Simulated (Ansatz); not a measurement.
Born–Oppenheimer molecular dynamics of a periodic cell of 15 atoms, Cs4Te2O2F7 (host Cs2TeOF4, host structure Cmcm, one F atom removed). It starts from an unrelaxed structure (largest force component 2.43 eV/Å).

Level of theory: DFT PBEsol, scalar-relativistic, plane waves, PAW (Ansatz 0.2.0). Settings: accuracy low, cutoff 420 eV, k mesh 2x2x1, fermi-dirac smearing 0.05 eV, no spin polarisation.

- ensemble: NVT, Langevin thermostat
- time step: 1 fs
- steps asked: 120
- set temperature: 1500 K
- friction: 0.02 /fs
- seed: 369728

First frame:

```xyz
15
Lattice="3.3475 -7.3202 0.0000 3.3475 7.3202 0.0000 0.0000 0.0000 7.1709" Properties=species:S:1:pos:R:3
Cs 3.348 0.946 1.793
Cs 3.348 -0.946 5.378
Cs 3.348 -3.771 1.793
Cs 3.348 3.771 5.378
Te 3.348 5.769 1.793
Te 3.348 -5.769 5.378
O 3.348 3.995 1.793
O 3.348 -3.995 5.378
F 1.488 -1.586 0.372
F 5.207 1.586 3.958
F 1.488 1.586 6.799
F 5.207 -1.586 3.213
F 5.207 1.586 6.799
F 1.488 -1.586 3.213
F 1.488 1.586 3.958
```

(1) What does the run give?

(2) What happens to the structure?

(3) How do temperature and energy run in time?

Results:

(1) All steps were run.

* steps done: 120
* time covered: 120 fs
* mean temperature over the second half: 1181 K
* spread of the potential energy over the second half: 8.9 meV per atom
* mean potential energy of the second half above the start: 83.7 meV per atom

The mean temperature of the second half is 21 % below the set value. A run of 0.12 ps of so small a system gives no equilibrium averages. Limits of this set-up: coarse k mesh, odd electron count without spin, low accuracy level.

(2) Mean squared displacements from the first frame to the last, about the centre of mass: Cs 0.09 Å², Te 0.05 Å², O 0.10 Å², F 0.31 Å². Another seed would give other details.

(3) 
```json
{"time (fs)": "0.0", "T (K)": "1400", "potential energy less start (eV)": "0.000"}
{"time (fs)": "4.0", "T (K)": "1687", "potential energy less start (eV)": "0.030"}
{"time (fs)": "8.0", "T (K)": "1380", "potential energy less start (eV)": "0.171"}
{"time (fs)": "12.0", "T (K)": "1321", "potential energy less start (eV)": "0.443"}
{"time (fs)": "16.0", "T (K)": "1131", "potential energy less start (eV)": "0.797"}
{"time (fs)": "20.0", "T (K)": "971", "potential energy less start (eV)": "0.939"}
{"time (fs)": "24.0", "T (K)": "1123", "potential energy less start (eV)": "0.905"}
{"time (fs)": "28.0", "T (K)": "1227", "potential energy less start (eV)": "0.803"}
{"time (fs)": "32.0", "T (K)": "1291", "potential energy less start (eV)": "0.731"}
{"time (fs)": "36.0", "T (K)": "1308", "potential energy less start (eV)": "0.673"}
{"time (fs)": "40.0", "T (K)": "1356", "potential energy less start (eV)": "0.695"}
{"time (fs)": "44.0", "T (K)": "1104", "potential energy less start (eV)": "0.776"}
{"time (fs)": "48.0", "T (K)": "1425", "potential energy less start (eV)": "0.867"}
{"time (fs)": "52.0", "T (K)": "1295", "potential energy less start (eV)": "0.930"}
{"time (fs)": "56.0", "T (K)": "975", "potential energy less start (eV)": "1.011"}
{"time (fs)": "60.0", "T (K)": "1161", "potential energy less start (eV)": "1.096"}
{"time (fs)": "64.0", "T (K)": "1123", "potential energy less start (eV)": "1.159"}
{"time (fs)": "68.0", "T (K)": "1050", "potential energy less start (eV)": "1.201"}
{"time (fs)": "72.0", "T (K)": "1030", "potential energy less start (eV)": "1.166"}
{"time (fs)": "76.0", "T (K)": "1056", "potential energy less start (eV)": "1.115"}
{"time (fs)": "80.0", "T (K)": "968", "potential energy less start (eV)": "1.123"}
{"time (fs)": "84.0", "T (K)": "1063", "potential energy less start (eV)": "1.204"}
{"time (fs)": "88.0", "T (K)": "1092", "potential energy less start (eV)": "1.204"}
{"time (fs)": "92.0", "T (K)": "1152", "potential energy less start (eV)": "1.233"}
{"time (fs)": "96.0", "T (K)": "1261", "potential energy less start (eV)": "1.314"}
{"time (fs)": "100.0", "T (K)": "1266", "potential energy less start (eV)": "1.442"}
{"time (fs)": "104.0", "T (K)": "1195", "potential energy less start (eV)": "1.549"}
{"time (fs)": "108.0", "T (K)": "1308", "potential energy less start (eV)": "1.479"}
{"time (fs)": "112.0", "T (K)": "1502", "potential energy less start (eV)": "1.358"}
{"time (fs)": "116.0", "T (K)": "1322", "potential energy less start (eV)": "1.208"}
{"time (fs)": "120.0", "T (K)": "1526", "potential energy less start (eV)": "1.111"}
```

Run time: 14 min on 1 thread of Arm Neoverse V2, on a shared host, peak memory 0.78 GiB.
